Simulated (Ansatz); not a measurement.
**RuCl+ (singlet): wave-function methods side by side, def2-TZVPP**

An exercise on one series of results from a longer session: the logs are not shown, and one member is left open.

The runs use Ansatz 0.2.0, Gaussian basis; def2-TZVPP, core rule «outside noble gas», up to 9 orbitals frozen.

Plan: UHF; CCSD(T) on RHF; CCSD(T) on UHF; CCSDT(Q) on RHF; CASSCF and NEVPT2, 14 electrons in 10 orbitals.

### The system

The geometry is a PBE0/def2-TZVP stationary point (not a proven minimum). No spin-orbit coupling is included. Elements past krypton take def2 core potentials.

2 atoms, charge 1, spin multiplicity 1.

Atoms are counted from 1 here; the program's logs count them from 0.

Bond lengths: Ru1–Cl2 2.085 Å.

Set-up of the first run:

File in.yaml:

```yaml
crystal:
  periodic: [false, false, false]
  atoms:
    - {symbol: Ru, position_ang: [0.000000, 0.000000, 0.000000]}
    - {symbol: Cl, position_ang: [0.000000, 0.000000, 2.085200]}
basis:
  gaussian: {orbitals: def2-TZVPP}
total_charge: 1
magnetization: {spin_polarized: true, initial_magnetization: 0}
hamiltonian: {xc: hf}
output: {orbitals: {seedname: orbitals}}
```

Run with:

```bash
$ ansatz run in.yaml --threads 1 --pin off --events-out ev --progress --plain --max-ram 2816MiB --backend cpu
```

Steps of the session up to this table: UHF; CCSD(T) on RHF; CCSD(T) on UHF; CCSDT(Q) on RHF; CASSCF and NEVPT2, 14 electrons in 10 orbitals.

One of the session's tables, all rows but one given; the rest of the session is left out.

```
        method  from RCCSDT(Q) (meV)
           RHF              +12506.2
           UHF                     ?
          RMP2               +1661.1
          UMP2                +521.9
         RCCSD               +1033.9
         UCCSD                -321.1
      RCCSD(T)                +240.3
      UCCSD(T)               -1091.6
        RCCSDT                +145.6
     RCCSDT(Q)                     0
CASSCF valence              +10637.6
NEVPT2 valence               +1882.4
```

Estimate the missing values for UHF.

As computed: from RCCSDT(Q) (meV): +10602.0. In the column «from RCCSDT(Q) (meV)» it lies between NEVPT2 valence (+1882.4) and CASSCF valence (+10637.6).

The program flags UCCSD(T) as in doubt (see the logs), so those rows may rest on another solution; read them beside their warnings.

Limits of these values: The determinant is far from a pure spin state, so its energy mixes those of several spin states (harmless only where they are near-degenerate, as at dissociation). The program flags UCCSD(T) as in doubt, so those rows may rest on another solution; read them beside their warnings. Warnings: restricted reference is unstable; spin contamination; large T1 diagnostic. Restricted and unrestricted rows rest on different reference determinants; where their highest levels disagree by more than a few hundredths of an eV, they describe different states and don't form one ladder.
